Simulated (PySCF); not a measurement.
# [NdH4]−: other functionals and bases at one geometry

An exercise on one series of results from a longer session: the logs are not shown, and one member is left open.

Method: several levels, as the steps say, no spin–orbit coupling; program: PySCF 2.14.0.

1 further run of the same task is left out (for a known fault of the program).

## Where the work starts

5 atoms, charge -1, spin multiplicity 1.

Bond lengths: Nd1–H2 2.150 Å, Nd1–H3 2.150 Å, Nd1–H4 2.150 Å, Nd1–H5 2.150 Å. Angles: H2–Nd1–H3 109.5°, H2–Nd1–H4 109.5°, H2–Nd1–H5 109.5°, H3–Nd1–H4 109.5°, H3–Nd1–H5 109.5°, H4–Nd1–H5 109.5°.

As a file:

```xyz
5
charge -1, multiplicity 1
Nd    0.0000    0.0000    0.0000
H     1.2413    1.2413    1.2413
H    -1.2413   -1.2413    1.2413
H     1.2413   -1.2413   -1.2413
H    -1.2413    1.2413   -1.2413
```

Formal oxidation states: Nd +3. Each metal's 3 4f electrons lie in its core potential, so multiplicities, spins and levels count the valence alone. An earlier session relaxed this geometry at PBE0, Nd lcecp-1-SVP with ECP49, H def2-SVP (singlet, point group Td).

At PBE0 on the finer grid: E = -36.261795 Eh, HOMO -2.03 eV, LUMO 3.77 eV, Mulliken charge on Nd1 +0.25 e, largest force component 0.002 eV/Å. 

Levels to run: TPSSh; BLYP; PBE0, TZVP. Hardware: 2 threads of Arm Neoverse V1, shared host.

Set-up of the first run:

File run.py (the lines that set the calculation):

```python
mol = gto.M(atom='''
Nd     0.00000     0.00000     0.00000
H      1.24133     1.24133     1.24133
H     -1.24133    -1.24133     1.24133
H      1.24133    -1.24133    -1.24133
H     -1.24133     1.24133    -1.24133''',
    basis={'Nd': 'lcecp-1-SVP', 'H': 'def2-SVP'},
    ecp={'Nd': 'lcecp-1-SVP'},
    charge=-1, spin=0)
mf = dft.RKS(mol, xc='TPSSH')
mf.grids.atom_grid = (75, 302)  # f atoms: unpruned, at least (60, 302)
mf = mf.density_fit()  # fitting sets: Nd AutoAux, H def2-universal-JKFIT
mf.conv_tol = 1e-08; mf.max_cycle = 55
mf.kernel(dm0)  # dm0: the density of the relaxed state
```

Launch:

```console
OMP_NUM_THREADS=2 python run.py
```

Steps of the session up to this table: TPSSh; BLYP; PBE0, TZVP.

One of the session's tables, all rows but one given; the rest of the session is left out.

```
              level  HOMO (eV)  gap (eV)  charge on Nd1 (e)  largest force component (eV/Å)
PBE0 (relaxed here)      -2.03      5.80               0.25                            0.00
              TPSSh          ?         ?                  ?                               ?
               BLYP      -0.73      3.81               0.01                            0.05
         PBE0, TZVP      -2.11      5.83               0.63                            0.00
```

**Question.** Estimate the row for TPSSh.

As computed: HOMO (eV): -1.52; gap (eV): 5.00; charge on Nd1 (e): 0.42; largest force component (eV/Å): 0.02. In the column «HOMO (eV)» it lies between PBE0 (relaxed here) (-2.03) and BLYP (-0.73).

In one basis the HOMO–LUMO gap runs from 3.81 eV (BLYP) to 5.80 eV (PBE0). The largest leftover force, 0.05 eV/Å with BLYP, stands at a geometry relaxed at another level. With 4f in the core, its levels are missing from HOMO and gap, and its count is fixed, so no charge can pass from the ligands into it. Total energies of different levels can't be compared.
